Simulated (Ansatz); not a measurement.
# ZnSe3: the cost of one run

Computed with Ansatz 0.2.0 (DFT PBE, scalar-relativistic, plane waves, PAW, unless a step's input says otherwise).

## 1. Starting point

The structure is orthorhombic, space group Cmmm (No. 65). Conventional cell: a = 4.774 Å, b = 7.378 Å, c = 6.045 Å, α = 90.00°, β = 90.00°, γ = 90.00°. Zn (site symmetry mmm) has 4 Se at 1.86 to 2.39 Å as nearest neighbours. Se (site symmetry m2m) has 1 Se at 1.83 Å and 1 Zn at 1.86 Å as nearest neighbours. Se (site symmetry mmm) has 2 Se at 1.83 Å and 2 Zn at 2.39 Å as nearest neighbours.

As a file:

```xyz
4
Lattice="2.3870 -3.6889 0.0000 2.3870 3.6889 0.0000 0.0000 0.0000 6.0447" Properties=species:S:1:pos:R:3 pbc="T T T"
Zn    2.3870    0.0000    3.0224
Se    2.3870    1.8572    3.0224
Se    2.3870   -1.8572    3.0224
Se    0.0000    0.0000    3.0224
```

A structure generator made this guess: random cell by space group and Wyckoff sites (Cmmm, No. 65). The dimensions are guesses.

## 2. A first look at the guess

The input, input.yaml:

```yaml
crystal:
  lattice:
    - [2.38701643, -3.68886157, 0.0]
    - [2.38701643, 3.68886157, 0.0]
    - [0.0, 0.0, 6.04471823]
  atoms:
    - { symbol: Zn, position: [0.5, 0.5, 0.5] }
    - { symbol: Se, position: [0.24827079, 0.75172921, 0.5] }
    - { symbol: Se, position: [0.75172921, 0.24827079, 0.5] }
    - { symbol: Se, position: [0.0, 0.0, 0.5] }
basis:
  ecutwfc: 420
kpoints:
  mp_grid: { grid: [4, 4, 4] }
hamiltonian:
  xc: pbe
scf:
  occupations: { method: gaussian, width: 0.1 }
  lower_state_search: "off"
output:
  forces: true
  stress: true
  eigenvalues: true
```

On the command line:

```bash
ansatz run input.yaml --threads 1 --pin off --max-ram 2560MiB --backend cpu --events-out ev --progress --plain --runs-dir out
```

**Question.** How long does this run take on 1 thread of Intel Xeon Platinum 8488C (Sapphire Rapids), shared host, and how much memory does it need?

About 4.3 s, with a peak of 0.46 GiB.
